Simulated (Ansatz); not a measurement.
# HfH3: how settings move the results

One table from this session's results is given with a row withheld; the runs are named, their logs left out.

Method: DFT PBEsol, scalar-relativistic, plane waves, PAW, in Ansatz 0.2.0.

### Starting point

Symmetry: I4/mmm, No. 139, tetragonal system. Conventional cell: a = 3.053 Å, b = 3.053 Å, c = 6.068 Å, α = 90.00°, β = 90.00°, γ = 90.00°. Around Hf (site symmetry 4/mmm) lie 12 H at 2.15 to 2.16 Å. Around H (site symmetry -4m2) lie 4 Hf at 2.15 Å and 8 H at 2.15 to 2.16 Å. H (site symmetry 4/mmm) has 8 H at 2.15 Å and 4 Hf at 2.16 Å as nearest neighbours.

As a file:

```cif
data_structure
_symmetry_space_group_name_H-M 'I4/mmm'
_symmetry_Int_Tables_number 139
_cell_length_a 3.0530
_cell_length_b 3.0530
_cell_length_c 6.0681
_cell_angle_alpha 90.000
_cell_angle_beta 90.000
_cell_angle_gamma 90.000
_cell_volume 56.56
loop_
_atom_site_label
_atom_site_type_symbol
_atom_site_symmetry_multiplicity
_atom_site_Wyckoff_symbol
_atom_site_fract_x
_atom_site_fract_y
_atom_site_fract_z
_atom_site_occupancy
Hf1 Hf 2 a 0.00000 0.00000 0.00000 1
H1 H 4 d 0.00000 0.50000 0.25000 1
H2 H 2 b 0.50000 0.50000 0.00000 1
```

The structure comes from the Materials Project (structure only); it is used as listed.

Set-up of the first run:

input.yaml

```yaml
crystal:
  lattice:
    - [-1.526512, 1.526512, 3.034032]
    - [1.526512, -1.526512, 3.034032]
    - [1.526512, 1.526512, -3.034032]
  atoms:
    - { symbol: Hf, position: [0.0, 0.0, 0.0] }
    - { symbol: H, position: [0.75, 0.25, 0.5] }
    - { symbol: H, position: [0.25, 0.75, 0.5] }
    - { symbol: H, position: [0.5, 0.5, 0.0] }
basis:
  ecutwfc: 420
kpoints:
  mp_grid: { grid: [8, 8, 8] }
hamiltonian:
  xc: pbesol
scf:
  occupations: { method: gaussian, width: 0.1 }
output:
  forces: true
  stress: true
  eigenvalues: true
```

Among the steps run: Probe: one point at the start; The base run, for reference; Plane-wave cutoff: 250 eV; Plane-wave cutoff: 300 eV; Plane-wave cutoff: 350 eV; Plane-wave cutoff: 500 eV.

One table of the session follows, with a row left open; its other results are not shown here.

```
cutoff (eV)  ΔE (meV/atom)  pressure (GPa)
        250            283           -4.32
        300           40.9           -3.95
        350           8.51           -3.78
        420              ?               ?
        500           0.00           -4.05
```

Estimate the missing values for cutoff (eV) = 420.

Worked estimate for «ΔE (meV/atom)». A straight line through the neighbours (350, 8.51) and (500, 0.00) gives 8.51 + (0.00 − 8.51) × (420 − 350) / (500 − 350) = 4.54; a parabola fitted to 3 rows on both sides gives -12.01.

As computed: ΔE (meV/atom): 1.32; pressure (GPa): -4.00. In «ΔE (meV/atom)» the line misses by +3.22 and the parabola by -13.33. Between these rows the values bend or scatter more than so simple an estimate can follow.

The energy still moves by 1.32 meV/atom between the last two values of the plane-wave cutoff, so 1 meV/atom is not shown to be reached. Much of this error cancels in differences between similar cells. The pressure is off by up to 0.3 GPa.

Caveats from the session: The energy still moves by 1.53 meV/atom between the last two values of the plane-wave cutoff on the displaced cell, so 1 meV/atom is not shown to be reached. Warnings in the runs' records: cutoff below recommended.
